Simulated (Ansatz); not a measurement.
# Bi (sc type): the cost of one run

Computed with Ansatz 0.2.0 (DFT PBEsol, with the methods named in each step, unless a step's input says otherwise).

1 further run of the same task is left out (it didn't finish).

**1. Starting point**

The structure is cubic, space group Pm-3m (No. 221). Conventional cell: a = 3.224 Å, b = 3.224 Å, c = 3.224 Å, α = 90.00°, β = 90.00°, γ = 90.00°. Around Bi (site symmetry m-3m) lie 6 Bi at 3.22 Å.

Coordinates:

```cif
data_structure
_symmetry_space_group_name_H-M 'Pm-3m'
_symmetry_Int_Tables_number 221
_cell_length_a 3.2237
_cell_length_b 3.2237
_cell_length_c 3.2237
_cell_angle_alpha 90.000
_cell_angle_beta 90.000
_cell_angle_gamma 90.000
_cell_volume 33.50
loop_
_atom_site_label
_atom_site_type_symbol
_atom_site_symmetry_multiplicity
_atom_site_Wyckoff_symbol
_atom_site_fract_x
_atom_site_fract_y
_atom_site_fract_z
_atom_site_occupancy
Bi1 Bi 1 a 0.00000 0.00000 0.00000 1
```

The file gives the conventional cell by its symmetry; the runs use the cell typed in the input.

Whether this phase is the stable one at these pressures isn't tested.

**2. The reference volume, LAPW**

input.yaml

```yaml
crystal:
  lattice:
    - [3.2237462204, 0.0, 0.0]
    - [0.0, 3.2237462204, 0.0]
    - [0.0, 0.0, 3.2237462204]
  atoms:
    - { symbol: Bi, position: [0.0, 0.0, 0.0] }
kpoints:
  mp_grid: { grid: [12, 12, 12] }
  band_path:
    path:
      - [0.0, 0.0, 0.0]
      - [0.0, 0.5, 0.0]
      - [0.5, 0.5, 0.0]
      - [0.0, 0.0, 0.0]
      - [0.5, 0.5, 0.5]
      - [0.0, 0.5, 0.0]
      - [0.5, 0.5, 0.5]
      - [0.5, 0.5, 0.0]
    npoints: 14
scf:
  occupations: { method: fermi_dirac, width: 0.05 }
hamiltonian:
  xc: pbesol
  pseudopotentials: { kind: all_electron, lapw: { basis_error: 0.001 } }
output:
  forces: true
  stress: true
  eigenvalues: true
  populations: true
  dos: { projected: true, de: 0.2, e_range: [-14, 8] }
```

Command:

```
$ ansatz run input.yaml --threads 1 --pin off --max-ram 2048MiB --backend cpu --events-out ev --progress --plain --runs-dir out
```

What time and memory should one allow on 1 thread of Arm Neoverse V1, shared host?

About 17 s, with a peak of 0.29 GiB.
